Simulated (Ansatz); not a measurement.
# Rb3Ag: the cost of one run

Program: the Python package of Ansatz 0.2.0. Level of theory: DFT mr2scan, plane waves, norm-conserving potentials. These are calculated values, not measurements.

### Step 1. The structure

The structure is cubic, space group Pm-3m (No. 221). The conventional cell has a = 6.136 Å, b = 6.136 Å, c = 6.136 Å, α = 90.00°, β = 90.00°, γ = 90.00°. Rb (site symmetry 4/mmm) is surrounded by 8 Rb at 4.34 Å and 4 Ag at 4.34 Å. Around Ag (site symmetry m-3m) lie 12 Rb at 4.34 Å.

No structure file is read: the coordinates are typed or built in the script.

### Step 2. Script

rb3ag_strain.py

```python
"""A rhombohedral strain scan of Rb3Ag."""

import ansatz
import numpy as np
from tabulate import tabulate

VECTORS = np.array([
    [6.136148, 0.0, 0.0],
    [0.0, 6.136148, 0.0],
    [0.0, 0.0, 6.136148],
])
SITES = [
    ("Rb", [0.0, 0.5, 0.5]),
    ("Rb", [0.5, 0.0, 0.5]),
    ("Rb", [0.5, 0.5, 0.0]),
    ("Ag", [0.0, 0.0, 0.0]),
]


def make_crystal(cell):
    crystal = ansatz.Crystal(lattice=ansatz.Lattice.of(cell))
    for symbol, position in SITES:
        crystal = crystal.atom(symbol, position)
    return crystal

# clamped ions: the fractional positions stay as typed
values = np.linspace(-0.01, 0.01, 5)
energies = []
for d in values:
    strain = d / 2 * (np.ones((3, 3)) - np.eye(3))
    cell = VECTORS @ (np.eye(3) + strain)
    calc = (
        make_crystal(cell).calculation()
        .occupations("cold", width=0.05)
        .functional("mr2scan")
        .accuracy("medium")
        .pseudopotentials("nc")
        .scf(tolerance=1e-08)
        .kpoints(6, 6, 6)
        .stress()
    )
    data = calc.run().report
    energies.append(data["free_energy_ev"] / len(SITES))
    s = data["stress_gpa"]
    print(f"d = {d:+.4f}  stress xx yy zz xy (GPa, compression positive): {s[0][0]:8.3f} {s[1][1]:8.3f} {s[2][2]:8.3f} {s[0][1]:8.3f}")
energies = np.array(energies)

print(tabulate(zip(values, 1000 * (energies - energies.min())), headers=["strain", "dE (meV/atom)"], floatfmt=".3f"))
curvature = 2 * np.polyfit(values, energies, 3)[1]
volume = abs(np.linalg.det(VECTORS)) / len(SITES)
print(f"d2E/dd2 over the volume: {curvature / volume * 160.21766:.1f} GPa")
```

### Step 3. What the engine is handed

The package turns the script's settings into the engine's input (first run):

```yaml
crystal:
  lattice:
    - [6.136148, -0.03068074, -0.03068074]
    - [-0.03068074, 6.136148, -0.03068074]
    - [-0.03068074, -0.03068074, 6.136148]
  atoms:
    - { symbol: Rb, position: [0.0, 0.5, 0.5] }
    - { symbol: Rb, position: [0.5, 0.0, 0.5] }
    - { symbol: Rb, position: [0.5, 0.5, 0.0] }
    - { symbol: Ag, position: [0.0, 0.0, 0.0] }
accuracy: medium
kpoints:
  mp_grid:
    grid: [6, 6, 6]
hamiltonian:
  xc: mr2scan
  pseudopotentials:
    kind: nc
scf:
  convergence:
    dr2_threshold: 1.0e-08
  occupations:
    method: cold
    width: 0.05
output:
  stress: true
```

### Step 4. Launch

Run with:

```console
python rb3ag_strain.py
```

What time and memory should one allow on 1 thread of AMD EPYC 7R43 (Zen 3), shared host?

About 7.7 min, with a peak of 2.1 GiB.
